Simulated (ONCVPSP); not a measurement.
**Pseudopotential generation for nitrogen: ONCV, PBE**

Task: generate the file, and judge it by its errors in other configurations, its logarithmic derivatives, its ghosts and its cutoff.

Method: ONCVPSP 4.0.1.1 (patched build), PBE, scalar-relativistic.

## 1. Starting point

Typed settings, in words:

| Quantity | Value |
| --- | --- |
| element | nitrogen (N, Z = 7) |
| type | optimised norm-conserving Vanderbilt (ONCV) |
| frozen core | [He] |
| valence charge | 5 |
| reference configuration | 2s2 2p3 |
| partial waves | 2s: rc 0.90 bohr, ncon 4, nbas 8, qcut 7.8 1/bohr, 2 projectors, debl 0.9 Ha; 2p: rc 1.45 bohr, ncon 4, nbas 7, qcut 10.8 1/bohr, 2 projectors, debl 2.1 Ha; d scattering state at 0.14 Ha: rc 1.20 bohr, ncon 4, nbas 7, qcut 8.3 1/bohr, 2 projectors, debl 2.7 Ha |
| local potential | polynomial inside 0.75 bohr (lpopt 5, dvloc0 4 Ha) |
| core correction | Teter function, fcfact 5.25, rcfact 1.7 |

The outer shells as boxes (Hund's rule for the drawing; the calculation is spin-unpolarised):

```
[He] core
2s [↑↓]
2p [↑ ][↑ ][↑ ]
```

The nodes and maxima of the atom's own shells, from an earlier all-electron run, set the scale for the radii.

All-electron outer shells of the reference configuration (PBE, scalar-relativistic, ld1.x):

| shell | level (eV) | outermost node (bohr) | outermost maximum (bohr) |
| --- | --- | --- | --- |
| 1s | -384.72 | – | 0.15 |
| 2s | -18.58 | 0.32 | 1.02 |
| 2p | -7.09 | – | 0.98 |

## 2. Generating the potential

File N.dat:

```
# ATOM AND REFERENCE CONFIGURATION
# atsym  z   nc   nv     iexc    psfile
  N 7.00    1    2        4      upf
#
#   n    l    f
    1    0    2.00
    2    0    2.00
    2    1    3.00
#
# PSEUDOPOTENTIAL AND OPTIMIZATION
# lmax
    2
#
#   l,   rc,      ep,       ncon, nbas, qcut
    0    0.90    0.00    4    8    7.80
    1    1.45    0.00    4    7   10.80
    2    1.20    0.14    4    7    8.30
#
# LOCAL POTENTIAL
# lloc, lpopt,  rc(5),   dvloc0
    4    5    0.75    4.00
#
# VANDERBILT-KLEINMAN-BYLANDER PROJECTORs
# l, nproj, debl
    0    2    0.90
    1    2    2.10
    2    2    2.70
#
# MODEL CORE CHARGE
# icmod, fcfact, rcfact
    3    5.25    1.70
#
# LOG DERIVATIVE ANALYSIS
# epsh1, epsh2, depsh
   -2.00    5.00    0.02
#
# OUTPUT GRID
# rlmax, drl
    6.00    0.01
#
# TEST CONFIGURATIONS
# ncnf
    4
# nvcnf
#   n    l    f
    2
    2    0    2.00
    2    1    2.00
#
    2
    2    0    2.00
    2    1    1.00
#
    2
    2    0    2.00
    2    1    0.00
#
    2
    2    0    1.00
    2    1    0.00
#
```

Command:

```console
$ oncvpsp.x < N.dat > N.out
```

Before running it: what results should come out? Wanted: cutoffs for 1 and 0.1 mHa per electron, occupied waves; bound ghosts; GHOST(+) flags; largest test error; largest phase difference near zero energy, channels read; rms error of d²Exc/dn², without and with the model core.

**Answer**, as computed:

```
                                                quantity                                    value
  cutoffs for 1 and 0.1 mHa per electron, occupied waves                          32 Ha and 96 Ha
                                            bound ghosts                               none found
                                          GHOST(+) flags                       none at low energy
                            largest test error (AE − PS)  +262 meV, for 2s2 2p0 (1 test unsolved)
largest phase difference near zero energy, channels read                                0.000 rad
 rms error of d²Exc/dn², without and with the model core                        1.94 and 0.74 mHa
```

What this shows: The worst unpolarised test, 2s2 2p0, is off by 262 meV on 89.5 eV; by total energies transferability rates as fair for so large an energy. That test lies far up in energy; among those under 40 eV, nearer to bonding, the largest error is 6.7 meV. Of the tests 1 gave no usable energy difference, which is a warning in itself. It counts as of middling hardness, with 32 Ha needed at the looser tolerance. The tighter tolerance needs 96 Ha, and converged work needs a cutoff nearer that. It is free of bound ghosts as far as tested. Near zero energy the phases of the channels with partial waves agree within 0.001 rad. These are tests on the free atom; a crystal test is still owed.
